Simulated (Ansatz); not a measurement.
# YbPd2 under changes of volume

One of the cells (21.491 Å³/atom); the others are scaled copies at fixed shape and fractional positions:

```xyz
3
Lattice="-1.9266 1.9266 4.3423 1.9266 -1.9266 4.3423 1.9266 1.9266 -4.3423" Properties=species:S:1:pos:R:3 pbc="T T T"
Yb    0.0000    0.0000    0.0000
Pd    1.9266    0.0000    2.1711
Pd    0.0000    1.9266    2.1711
```

The cell comes from a database or a generator and needn't be the stable form of this composition.

```yaml
Program: Ansatz 0.2.0
Functional: PBE
Potentials_or_basis: Ansatz PAW
Cutoff: "420 eV (not typed: the program's choice for these potentials)"
k_mesh: 10 × 10 × 10
Occupations: fermi-dirac, width 0.05 eV
Spin: collinear spin, ferromagnetic start
Starting_moments: "[1.0, 0.0, 0.0] μB"
```

| volume (Å³/atom) | energy over the lowest point (meV/atom) | pressure (GPa) |
| --- | --- | --- |
| 20.201 | 42.14 | 8.3 |
| 20.631 | 23.29 | 5.9 |
| 21.061 | 10.41 | 3.8 |
| 21.491 | 2.84 | 1.9 |
| 21.921 | 0.00 | 0.3 |
| 22.351 | 1.36 | -1.2 |
| 22.780 | ? | ? |

Question: What does the run at 22.780 Å³/atom give?

Answer: Energy over the lowest point 6.47 meV/atom; pressure -2.5 GPa.

Worked out: A Birch-Murnaghan fit of order 3 (a polynomial in V^(-2/3)) to the other rows has its minimum at 21.99 Å³/atom with B0 = V·E''(V) = 79 GPa and B' = 5.0 at fixed shape and positions, which overstates the stiffness. It gives 6.45 meV/atom at 22.780 Å³/atom, against the run's 6.47, and -dE/dV = -2.5 GPa, against -2.5.

Energies are extrapolated to zero smearing.

Caveats: without U or exact exchange the open f shell lies at the Fermi level, which spoils levels, moments and volumes.
